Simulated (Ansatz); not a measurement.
# FHOS2W: how energies converge with the basis set

An exercise on one series of results from a longer session: the logs are not shown, and one member is left open.

The runs use Ansatz 0.2.0, Gaussian basis; one geometry, several basis sets.

The runs, in order: PBE0-D4/def2-SVP; ωB97M-V/def2-SVP; PBE0-D4/def2-QZVPP; ωB97M-V/def2-QZVPP; the functionals' def2-TZVPP values are taken from earlier runs.

## The relaxed structure

An earlier PBE0-D4 in a triple-zeta def2 set relaxation fixed the geometry. W takes the def2 core potential; no spin-orbit term is included.

SMILES `[OH][W]([F])(=[S])=[S]`, 6 atoms, charge 0, spin multiplicity 1.

Atoms are counted from 1 here; the program's logs count them from 0.

Bond lengths: O1–W2 1.862 Å, O1–H6 0.962 Å, W2–F3 1.849 Å, W2–S4 2.118 Å, W2–S5 2.119 Å. Angles: W2–O1–H6 123.6°, O1–W2–F3 111.2°, O1–W2–S4 109.6°, O1–W2–S5 108.1°, F3–W2–S4 109.4°, F3–W2–S5 109.5°, S4–W2–S5 109.1°.

Set-up of the first run:

The input, in.yaml:

```yaml
crystal:
  periodic: [false, false, false]
  atoms:
    - {symbol: O, position_ang: [-0.741083, 0.824805, -1.003159]}
    - {symbol: W, position_ang: [0.191435, -0.060679, 0.343420]}
    - {symbol: F, position_ang: [-0.708332, 0.036888, 1.955526]}
    - {symbol: S, position_ang: [0.452917, -2.092447, -0.192821]}
    - {symbol: S, position_ang: [2.093078, 0.853817, 0.537113]}
    - {symbol: H, position_ang: [-1.245914, 0.373617, -1.686178]}
basis:
  gaussian: {orbitals: def2-SVP}
hamiltonian: {xc: pbe0, dispersion: d4}
output: {orbitals: {seedname: orbitals}}
```

Run with:

```
$ ansatz run in.yaml --threads 4 --pin off --events-out ev --progress --plain --max-ram 10444MiB
```

Steps of the session up to this table: PBE0-D4 in def2-SVP; ωB97M-V in def2-SVP; PBE0-D4 in def2-QZVPP; ωB97M-V in def2-QZVPP.

One of the session's tables, all rows but one given; the rest of the session is left out.

| functional | basis | HOMO (eV) | LUMO (eV) |
| --- | --- | --- | --- |
| PBE0-D4 | def2-SVP | ? | ? |
| PBE0-D4 | def2-TZVPP | -7.51 | -2.85 |
| PBE0-D4 | def2-QZVPP | -7.52 | -2.87 |
| ωB97M-V | def2-SVP | -9.47 | -0.79 |
| ωB97M-V | def2-TZVPP | -9.46 | -0.82 |
| ωB97M-V | def2-QZVPP | -9.48 | -0.88 |

Q: Estimate the row for PBE0-D4, def2-SVP from the others.

**Answer.** HOMO (eV): -7.55; LUMO (eV): -2.87. In the column «HOMO (eV)» it lies between ωB97M-V, def2-TZVPP (-9.46) and PBE0-D4, def2-QZVPP (-7.52).
